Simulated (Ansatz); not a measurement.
# C2H6B2O2: basis-set convergence

One table from this session's results is given with a row withheld; the runs are named, their logs left out.

The runs use Ansatz 0.2.0, Gaussian basis; one geometry, several basis sets.

Plan: PBE0-D4/def2-SVP; ωB97M-V/def2-SVP; PBE0-D4/def2-QZVPP; ωB97M-V/def2-QZVPP; the functionals' def2-TZVPP values are taken from earlier runs.

## The geometry

The geometry comes from an earlier relaxation with PBE0-D4 in a triple-zeta def2 set; it is a stationary point, not always the lowest conformer.

12 atoms, charge 0, spin multiplicity 1.

Atoms are counted from 1 here; the program's logs count them from 0.

Bond lengths: B1–B2 1.665 Å, B1–O6 1.622 Å, B1–H7 1.210 Å, B1–H8 1.210 Å, B2–O3 1.443 Å, B2–H9 1.192 Å, O3–C4 1.314 Å, C4–C5 1.477 Å, C4–O6 1.237 Å, C5–H10 1.092 Å, C5–H11 1.086 Å, C5–H12 1.092 Å. Angles: B2–B1–O6 95.2°, B2–B1–H7 118.0°, B2–B1–H8 117.8°, O6–B1–H7 105.7°, O6–B1–H8 105.6°, H7–B1–H8 111.4°, B1–B2–O3 105.3°, B1–B2–H9 142.2°, O3–B2–H9 112.5°, B2–O3–C4 109.7°, O3–C4–C5 117.5°, O3–C4–O6 119.5°, C5–C4–O6 122.9°, C4–C5–H10 109.2°, C4–C5–H11 110.5°, C4–C5–H12 109.1°, H10–C5–H11 110.5°, H10–C5–H12 107.1° and more.

Coordinates:

```
B    -0.8532   -1.2304    1.0681
B     0.6517   -0.6723    1.5098
O     1.0320    0.2581    0.4739
C     0.0790    0.3329   -0.4270
C     0.2908    1.2429   -1.5714
O    -0.9451   -0.3473   -0.2897
H    -1.8026   -0.8969    1.7397
H    -0.9461   -2.3837    0.7137
H     1.4844   -0.7796    2.3561
H     1.2030    0.9520   -2.0964
H    -0.5615    1.2117   -2.2445
H     0.4444    2.2576   -1.1980
```

The first run:

File in.yaml:

```yaml
crystal:
  periodic: [false, false, false]
  atoms:
    - {symbol: B, position_ang: [-0.853186, -1.230437, 1.068075]}
    - {symbol: B, position_ang: [0.651713, -0.672349, 1.509779]}
    - {symbol: O, position_ang: [1.032001, 0.258108, 0.473881]}
    - {symbol: C, position_ang: [0.079046, 0.332919, -0.427008]}
    - {symbol: C, position_ang: [0.290793, 1.242921, -1.571380]}
    - {symbol: O, position_ang: [-0.945090, -0.347258, -0.289698]}
    - {symbol: H, position_ang: [-1.802604, -0.896866, 1.739706]}
    - {symbol: H, position_ang: [-0.946053, -2.383716, 0.713685]}
    - {symbol: H, position_ang: [1.484426, -0.779604, 2.356079]}
    - {symbol: H, position_ang: [1.202957, 0.951983, -2.096450]}
    - {symbol: H, position_ang: [-0.561487, 1.211667, -2.244492]}
    - {symbol: H, position_ang: [0.444384, 2.257633, -1.197978]}
basis:
  gaussian: {orbitals: def2-SVP}
hamiltonian: {xc: pbe0, dispersion: d4}
output: {orbitals: {seedname: orbitals}}
```

Among the steps run: PBE0-D4 in def2-SVP; ωB97M-V in def2-SVP; PBE0-D4 in def2-QZVPP; ωB97M-V in def2-QZVPP.

One table of the session follows, with a row left open; its other results are not shown here.

It belongs to the step «Density functionals: the series». 

```
functional       basis  HOMO (eV)
   PBE0-D4    def2-SVP      -7.46
   PBE0-D4  def2-TZVPP      -7.51
   PBE0-D4  def2-QZVPP      -7.52
   ωB97M-V    def2-SVP          ?
   ωB97M-V  def2-TZVPP      -9.81
   ωB97M-V  def2-QZVPP      -9.82
```

Q: Estimate the row for ωB97M-V, def2-SVP from the others.

As computed: HOMO (eV): -9.73. In the column «HOMO (eV)» it lies between ωB97M-V, def2-TZVPP (-9.81) and PBE0-D4, def2-QZVPP (-7.52).
